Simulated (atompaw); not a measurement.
# Neon: generating and testing a PAW (atompaw) potential

Aim: build the potential from the settings below, then test how well it stands in for the atom: scattering, ghost states and the plane-wave cutoff that it needs.

Program: atompaw 4.2.0.5. Reference atom: PBE, scalar-relativistic, spherical and spin-unpolarised. All values are calculated.

### Step 1. Settings

The settings as typed:

```json
{
  "element": "neon (Ne, Z = 10)",
  "type": "PAW",
  "frozen core": "[He]",
  "valence charge": "8",
  "reference configuration": "2s2 2p6",
  "partial waves": "2s (bound): rc 1.20 bohr; 2s channel at 1.8 Ry: rc 1.20 bohr; 2p (bound): rc 1.20 bohr; 2p channel at 1.35 Ry: rc 1.20 bohr; 3d channel at 0.2 Ry: rc 1.20 bohr",
  "local potential": "bessel scheme, radius 1.00 bohr",
  "core correction": "smooth core density matched at 1.15 bohr",
  "augmentation charge": "besselshape compensation charge, radius 0.85 bohr; PAW radius 1.20 bohr; waves and projectors: custom polynom2 7 10 vanderbiltortho"
}
```

The outer shells as boxes (Hund's rule for the drawing; the calculation is spin-unpolarised):

```
[He] core
2s [↑↓]
2p [↑↓][↑↓][↑↓]
```

The nodes and maxima of the atom's own shells, from an earlier all-electron run, set the scale for the radii.

All-electron outer shells of the reference configuration (PBE, scalar-relativistic, ld1.x):

| shell | level (eV) | outermost node (bohr) | outermost maximum (bohr) |
| --- | --- | --- | --- |
| 1s | -830.80 | – | 0.10 |
| 2s | -36.40 | 0.22 | 0.68 |
| 2p | -13.33 | – | 0.62 |

### Step 2. The generation run

Ne.input

```
Ne 10
GGA-PBE scalarrelativistic loggrid 1500 logderivrange -5 5 251
2 2 0 0 0 0
0 0 0
c
v
v
2
1.20 0.85 1.00 1.15
y
1.8
n
y
1.35
n
y
0.2
n
custom polynom2 7 10 vanderbiltortho besselshape
bessel
1.20
1.20
1.20
1.20
1.20
PWSCFOUT
UPFDX 0.0125d0 UPFXMIN -7.d0 UPFZMESH 10.d0
END
```

Command:

```
$ atompaw < Ne.input > Ne.log
```

What does the calculation give? Wanted: cutoffs for 10 and 1 mRy, occupied levels; bound ghosts; largest phase difference near zero energy, channels read; lowest eigenvalue of the overlap; share of valence orbitals outside the PAW sphere; UPF file.

As calculated:

| quantity | value |
| --- | --- |
| cutoffs for 10 and 1 mRy, occupied levels | 230 Ry and over 300 Ry |
| bound ghosts | none found |
| largest phase difference near zero energy, channels read | 0.000 rad |
| lowest eigenvalue of the overlap (Bessel basis) | 0.897 (p) |
| share of valence orbitals outside the PAW sphere | 2s 20 %, 2p 27 % |
| UPF file | written |

By its cutoff, 230 Ry for the looser tolerance, it is very hard. The tighter tolerance needs over 300 Ry, and converged work needs a cutoff nearer that. The slowest occupied level is 2p: taken alone it needs 260 Ry to come within 1 mRy, against 25 Ry for 2s. No bound ghost shows below the valence levels. Near zero energy the phases of the channels with partial waves agree within 0.001 rad.
